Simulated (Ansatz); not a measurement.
# Ga: which structure wins at one pressure

Which of bcc, hcp, omega, diamond, beta tin has the lowest enthalpy for Ga at one common pressure? The runs shown use LAPW. Companion runs by PAW are cited.

Method: DFT, LDA, all-electron LAPW, scalar-relativistic, in Ansatz 0.2.0.

### 1 Starting point

Symmetry: Im-3m, No. 229, cubic system. Conventional cell: a = 3.005 Å, b = 3.005 Å, c = 3.005 Å, α = 90.00°, β = 90.00°, γ = 90.00°. Around Ga (site symmetry m-3m) lie 8 Ga at 2.60 Å.

Structure file:

```xyz
1
Lattice="-1.5024 1.5024 1.5024 1.5024 -1.5024 1.5024 1.5024 1.5024 -1.5024" Properties=species:S:1:pos:R:3 pbc="T T T"
Ga    0.0000    0.0000    0.0000
```

### 2 Bcc relaxed under pressure, LAPW

input.yaml

```yaml
crystal:
  lattice:
    - [-1.5024032417, 1.5024032417, 1.5024032417]
    - [1.5024032417, -1.5024032417, 1.5024032417]
    - [1.5024032417, 1.5024032417, -1.5024032417]
  atoms:
    - { symbol: Ga, position: [0.0, 0.0, 0.0] }
kpoints:
  mp_grid: { grid: [17, 17, 17] }
scf:
  occupations: { method: fermi_dirac, width: 0.08 }
hamiltonian:
  xc: lda
  pseudopotentials: { kind: all_electron, lapw: { basis_error: 0.0005 } }
output:
  forces: true
  stress: true
  eigenvalues: true
relax:
  f_tol: 0.005
  max_steps: 12
  cell: { p_target: 29.0, stress_tol: 0.03 }
```

Started as:

```sh
$ ansatz run input.yaml --threads 1 --pin off --max-ram 3584MiB --backend cpu --events-out ev --progress --plain --runs-dir out
```

After this run come: Hcp relaxed under pressure, LAPW; Omega relaxed under pressure, LAPW; Diamond relaxed under pressure, LAPW; Beta tin relaxed under pressure, LAPW.

**Question.** What will these runs give? Wanted: pressure; lowest (for each run or level that gives them).

The runs gave:

| quantity | value |
| --- | --- |
| pressure | 29 GPa |
| lowest (LAPW) | hcp, 40.9 meV/atom under bcc |
| lowest (PAW) | hcp, 41.2 meV/atom under bcc |

**Reading.** By LAPW the order is hcp < bcc < omega < beta tin < diamond. By PAW the order is hcp < bcc < omega < beta tin < diamond. The methods agree on the lowest phase. Only these structures were tried, with electrons smeared by 0.08 eV and without vibrations, so the true ground state may be another. The k meshes differ between phases and weren't tested, which can move differences by some meV.
